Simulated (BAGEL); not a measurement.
**CH6BNO2 (SMILES COB(N)O), step by step**

We compute the energy (HF/6-31G*), then a single-point energy (NEVPT2(2,2)/6-31G*) of CH6BNO2. 

The calculation is run with BAGEL 1.2.2.

2 further runs of the same task are left out: 2 set aside as unsound or not needed.

## 1. The structure to begin with

The species is CH6BNO2 (11 atoms), meant as a singlet with charge 0. As SMILES, `COB(N)O`. The C1–H6 distance was set to 2.083 Å, away from the relaxed value. At this shape a bond of the SMILES string is far longer than usual.

Bond lengths: C1–O2 1.404 Å, O2–B3 1.375 Å, B3–N4 1.409 Å, B3–O5 1.372 Å, C1–H7 1.091 Å, C1–H8 1.096 Å, N4–H9 1.002 Å, N4–H10 1.003 Å, O5–H11 0.959 Å. Some angles: C1–O2–B3 120.9°, O2–B3–N4 123.5°, O2–B3–O5 117.8°, N4–B3–O5 118.7°, O2–C1–H7 108.2°, O2–C1–H8 111.6°, B3–N4–H9 124.4°, B3–N4–H10 121.1°, B3–O5–H11 111.1°, H7–C1–H8 108.3°.

## 2. The energy at HF/6-31G(d) (density fitting with svp-jkfit, spherical functions) (run 1)

File hf.json:

```json
{ "bagel" : [

{
  "title" : "molecule",
  "basis" : "6-31gs.json",
  "df_basis" : "svp-jkfit",
  "angstrom" : "true",
  "geometry" : [
    { "atom" : "C", "xyz" : [    0.634476,    0.086383,    1.747670 ] },
    { "atom" : "O", "xyz" : [   -0.525724,   -0.662717,    1.496470 ] },
    { "atom" : "B", "xyz" : [   -0.723024,   -1.271917,    0.279570 ] },
    { "atom" : "N", "xyz" : [    0.196776,   -1.197117,   -0.785730 ] },
    { "atom" : "O", "xyz" : [   -1.880024,   -1.988317,    0.103170 ] },
    { "atom" : "H", "xyz" : [    0.801300,    1.701800,    0.443100 ] },
    { "atom" : "H", "xyz" : [    0.575376,    0.473383,    2.765570 ] },
    { "atom" : "H", "xyz" : [    1.537876,   -0.529217,    1.665570 ] },
    { "atom" : "H", "xyz" : [    1.065076,   -0.698917,   -0.748930 ] },
    { "atom" : "H", "xyz" : [    0.016176,   -1.656117,   -1.659530 ] },
    { "atom" : "H", "xyz" : [   -2.423124,   -1.966317,    0.893370 ] }
  ]
},
{
  "title" : "hf"
},
{
  "title" : "print",
  "file" : "orbitals.molden",
  "orbitals" : "true"
}

]}
```

The basis set 6-31G* is read from a file made from the Basis Set Exchange's data (not shown).

On the command line:

```bash
$ BAGEL_NUM_THREADS=1 BAGEL hf.json > hf.out
```

Output:

```text
* using 1 threads per process

  ===============================================================
  ===============================================================

  *** Geometry ***

  { "atom" : "C", "xyz" : [      1.198986,      0.163240,      3.302618 ] },
  { "atom" : "O", "xyz" : [     -0.993474,     -1.252354,      2.827918 ] },
  { "atom" : "B", "xyz" : [     -1.366317,     -2.403575,      0.528311 ] },
  { "atom" : "N", "xyz" : [      0.371853,     -2.262223,     -1.484815 ] },
  { "atom" : "O", "xyz" : [     -3.552730,     -3.757375,      0.194963 ] },
  { "atom" : "H", "xyz" : [      1.514238,      3.215936,      0.837338 ] },
  { "atom" : "H", "xyz" : [      1.087303,      0.894564,      5.226170 ] },
  { "atom" : "H", "xyz" : [      2.906164,     -1.000075,      3.147471 ] },
  { "atom" : "H", "xyz" : [      2.012702,     -1.320762,     -1.415273 ] },
  { "atom" : "H", "xyz" : [      0.030568,     -3.129608,     -3.136057 ] },
  { "atom" : "H", "xyz" : [     -4.579041,     -3.715801,      1.688225 ] },

  Number of auxiliary basis functions:      489

  Since a DF basis is specified, we compute 2- and 3-index integrals:
    o Being stored without compression. Storage requirement is 0.026 GB

  Number of basis functions:       82
  Number of electrons      :       40

    * METHOD: MOLECULE                             0.26

  *** RHF ***

  === Nuclear Repulsion ===
   173.6903603427

      * DIIS with orbital gradients will be used.

  === RHF iteration (6-31gs.json) ===
      0       -269.88584896          0.02420449           0.07
      1       -270.11137767          0.01367466           0.07
      2       -270.19414976          0.00181729           0.07
      3       -270.19617536          0.00069318           0.07
      4       -270.19642616          0.00016218           0.07
      5       -270.19645233          0.00005027           0.07
      6       -270.19645505          0.00002374           0.07
      7       -270.19645553          0.00000574           0.07
      8       -270.19645555          0.00000220           0.07
      9       -270.19645556          0.00000082           0.07
     10       -270.19645556          0.00000043           0.07
     11       -270.19645556          0.00000014           0.07
     12       -270.19645556          0.00000006           0.07
     13       -270.19645556          0.00000003           0.07
     14       -270.19645556          0.00000001           0.07
    * SCF iteration converged.

    * Permanent dipole moment:
           (   -0.553154,     0.264645,    -0.462716) a.u.

    * METHOD: HF                                   1.27

    * METHOD: PRINT                                0.01

  ===============================================================
```

It took 1.7 s on 1 thread of Arm Neoverse V1, shared host; peak memory 0.15 GiB.

## 3. The energy at NEVPT2(2,2)/6-31G(d) (density fitting with svp-jkfit, spherical functions) (run 2)

File job.json:

```json
{ "bagel" : [

{
  "title" : "molecule",
  "basis" : "6-31gs.json",
  "df_basis" : "svp-jkfit",
  "angstrom" : "true",
  "geometry" : [
    { "atom" : "C", "xyz" : [       0.634476,       0.086383,       1.747670 ] },
    { "atom" : "O", "xyz" : [      -0.525724,      -0.662717,       1.496470 ] },
    { "atom" : "B", "xyz" : [      -0.723024,      -1.271917,       0.279570 ] },
    { "atom" : "N", "xyz" : [       0.196776,      -1.197117,      -0.785730 ] },
    { "atom" : "O", "xyz" : [      -1.880024,      -1.988317,       0.103170 ] },
    { "atom" : "H", "xyz" : [       0.801300,       1.701800,       0.443100 ] },
    { "atom" : "H", "xyz" : [       0.575376,       0.473383,       2.765570 ] },
    { "atom" : "H", "xyz" : [       1.537876,      -0.529217,       1.665570 ] },
    { "atom" : "H", "xyz" : [       1.065076,      -0.698917,      -0.748930 ] },
    { "atom" : "H", "xyz" : [       0.016176,      -1.656117,      -1.659530 ] },
    { "atom" : "H", "xyz" : [      -2.423124,      -1.966317,       0.893370 ] }
  ]
},

{
  "title" : "hf",
  "charge" : 0
},

{
  "title" : "casscf",
  "nstate" : 1,
  "nact" : 2,
  "nclosed" : 19,
  "charge" : 0,
  "active" : [20, 21],
  "maxiter" : 200,
  "natocc" : "true"
},

{
  "title" : "nevpt2",
  "nstate" : 1,
  "nact" : 2,
  "nclosed" : 19,
  "charge" : 0,
  "active" : [20, 21],
  "maxiter" : 200,
  "natocc" : "true",
  "ncore" : 5
},

{
  "title" : "print",
  "file" : "orbitals.molden",
  "orbitals" : "true"
}

]}
```

The basis set 6-31G* is read from a file made from the Basis Set Exchange's data (not shown).

On the command line:

```bash
$ BAGEL_NUM_THREADS=1 BAGEL job.json > job.out
```

Output:

```text
* using 1 threads per process

  ===============================================================
  ===============================================================

  *** Geometry ***

  { "atom" : "C", "xyz" : [      1.198986,      0.163240,      3.302618 ] },
  { "atom" : "O", "xyz" : [     -0.993474,     -1.252354,      2.827918 ] },
  { "atom" : "B", "xyz" : [     -1.366317,     -2.403575,      0.528311 ] },
[... 7 lines of this table left out ...]
  { "atom" : "H", "xyz" : [     -4.579041,     -3.715801,      1.688225 ] },

  Number of auxiliary basis functions:      489

  Since a DF basis is specified, we compute 2- and 3-index integrals:
    o Being stored without compression. Storage requirement is 0.026 GB

  Number of basis functions:       82
  Number of electrons      :       40

    * METHOD: MOLECULE                             0.26

  *** RHF ***

[... 11 lines left out ...]
    * SCF iteration converged.
[... 1 line left out ...]
    * Permanent dipole moment:
[... 27 lines left out ...]
    * Second-order optimization converged. *

     guess   0:   closed 1.                   open ..

  === FCI iteration ===

      0  0      -270.19096803     8.69e-02      0.00
      1  0      -270.25403879     1.28e-02      0.00
      2  0 *    -270.25561338     1.21e-15      0.00

     * ci vector, state   0, <S^2> = 0.0000
       2.     0.9368198721
       .2    -0.3498121313

    * METHOD: CASSCF                               3.80

    * freezing 5 orbitals

  === DF-NEVPT2 calculation ===

    * 3-index integral transformation done
    * assembly done

      NEVPT2 correlation energy:   -0.6941421817      0.22

          (+0)     -0.6442468862
          (+0)'    -0.0105816749
          (+1)     -0.0142217482
          (+1)'    -0.0000000000
          (+2)     -0.0004112699
          (-1)     -0.0237123725
          (-1)'     0.0000000000
          (-2)     -0.0009682301

      NEVPT2 total energy:       -270.9497555612

    * METHOD: NEVPT2                               0.37

    * METHOD: PRINT                                0.01

  ===============================================================
```

Wall time 6 s (1 thread of Arm Neoverse V1, shared host); peak memory 0.15 GiB.

## 4. Results

| quantity | value |
| --- | --- |
| run 1, HF/6-31G*: total energy | -270.19646 Eh |
| run 1, HF/6-31G*: dipole moment | 1.95 D |
| run 1, HF/6-31G*: HOMO energy | -9.55 eV |
| run 1, HF/6-31G*: LUMO energy | 1.96 eV |
| run 1, HF/6-31G*: HOMO–LUMO gap | 11.51 eV |
| run 2, NEVPT2(2,2)/6-31G*: total energy | -270.94976 Eh |
